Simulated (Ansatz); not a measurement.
**C2H6GaNOSi: one species, many methods**

One table from this session's results is given with a row withheld; the runs are named, their logs left out.

The runs use Ansatz 0.2.0, Gaussian basis; functionals in def2-TZVPP, the program's frozen cores in correlated methods.

Plan: LDA (SPW92), PBE-D4, revPBE-D4, BLYP-D4, r2SCAN-D4, B97M-V, PBE0-D4, B3LYP-D4, r2SCANh-D4, r2SCAN0-D4, HSE06-D4, BHLYP-D4, CAM-B3LYP-D4, LC-ωPBE, ωB97X-V, ωB97M-V, B2PLYP, PBE-QIDH; CCSD(T)/def2-SVP; CCSD(T)/def2-TZVPP; MP2/def2-QZVPP; extrapolation to the limit; RPA on PBE.

### The geometry

All runs share one geometry, relaxed beforehand with PBE0-D4 in a triple-zeta def2 set.

12 atoms, charge 0, spin multiplicity 1.

Atoms are counted from 1 here; the program's logs count them from 0.

Bond lengths: N1–C2 1.356 Å, N1–H7 1.006 Å, N1–H8 1.003 Å, C2–C3 1.362 Å, C2–Si6 1.905 Å, C3–Ga4 1.911 Å, C3–H9 1.089 Å, Ga4–O5 1.839 Å, Ga4–H10 1.548 Å, O5–Si6 1.624 Å, Si6–H11 1.491 Å, Si6–H12 1.490 Å. Angles: C2–N1–H7 120.5°, C2–N1–H8 121.1°, H7–N1–H8 116.7°, N1–C2–C3 125.0°, N1–C2–Si6 121.2°, C3–C2–Si6 113.8°, C2–C3–Ga4 111.6°, C2–C3–H9 120.7°, Ga4–C3–H9 127.7°, C3–Ga4–O5 100.3°, C3–Ga4–H10 142.4°, O5–Ga4–H10 117.3°, Ga4–O5–Si6 109.8°, C2–Si6–O5 104.4°, C2–Si6–H11 109.0°, C2–Si6–H12 109.4°, O5–Si6–H11 113.1°, O5–Si6–H12 113.0° and more.

The first run:

The input, in.yaml:

```yaml
crystal:
  periodic: [false, false, false]
  atoms:
    - {symbol: N, position_ang: [-0.330891, -1.642529, 1.071282]}
    - {symbol: C, position_ang: [0.002648, -0.498699, 0.423504]}
    - {symbol: C, position_ang: [1.053756, 0.304925, 0.747753]}
    - {symbol: Ga, position_ang: [1.152791, 1.831646, -0.397347]}
    - {symbol: O, position_ang: [-0.294704, 1.518701, -1.486970]}
    - {symbol: Si, position_ang: [-1.032634, 0.142136, -1.041258]}
    - {symbol: H, position_ang: [0.268268, -2.017871, 1.786971]}
    - {symbol: H, position_ang: [-1.038291, -2.254651, 0.709631]}
    - {symbol: H, position_ang: [1.718118, 0.045067, 1.570401]}
    - {symbol: H, position_ang: [1.984063, 3.108906, -0.668754]}
    - {symbol: H, position_ang: [-1.043710, -0.889667, -2.117490]}
    - {symbol: H, position_ang: [-2.439405, 0.352036, -0.597723]}
basis:
  gaussian: {orbitals: def2-TZVPP}
hamiltonian: {xc: lda}
output: {orbitals: {seedname: orbitals}}
```

The run is started by

```console
ansatz run in.yaml --threads 2 --pin off --events-out ev --progress --plain --max-ram 20480MiB --backend cuda --devices 0, --max-vram 18GiB
```

Steps of the session up to this table: LDA; PBE-D4 (GGA); revPBE-D4 (GGA); BLYP-D4 (GGA); r2SCAN-D4 (meta-GGA); B97M-V (meta-GGA); B3LYP-D4 (hybrid); r2SCANh-D4 (hybrid); r2SCAN0-D4 (hybrid); HSE06-D4 (hybrid); BHLYP-D4 (hybrid); CAM-B3LYP-D4 (range-separated); LC-ωPBE (range-separated); ωB97X-V (range-separated); ωB97M-V (range-separated); B2PLYP (double hybrid); PBE-QIDH (double hybrid).

One of the session's tables, all rows but one given; the rest of the session is left out.

It belongs to the step «Orbital energies across the functionals». 

```
  functional  HOMO (eV)  gap (eV)
 LDA (SPW92)      -5.51      3.54
      PBE-D4      -5.31      3.59
   revPBE-D4      -5.23      3.61
     BLYP-D4      -5.15      3.52
   r2SCAN-D4      -5.50      3.98
      B97M-V      -5.55      3.89
     PBE0-D4          ?         ?
    B3LYP-D4      -6.15      4.97
  r2SCANh-D4      -5.90      4.66
  r2SCAN0-D4      -6.51      5.69
    HSE06-D4      -5.97      4.66
    BHLYP-D4      -7.28      7.13
CAM-B3LYP-D4      -7.61      7.57
     LC-ωPBE      -8.90      9.97
     ωB97X-V      -8.56      9.52
     ωB97M-V      -8.49      9.26
```

Q: Estimate the row for PBE0-D4 from the others.

As computed: HOMO (eV): -6.36; gap (eV): 5.42. In the column «HOMO (eV)» it lies between r2SCAN0-D4 (-6.51) and B3LYP-D4 (-6.15).
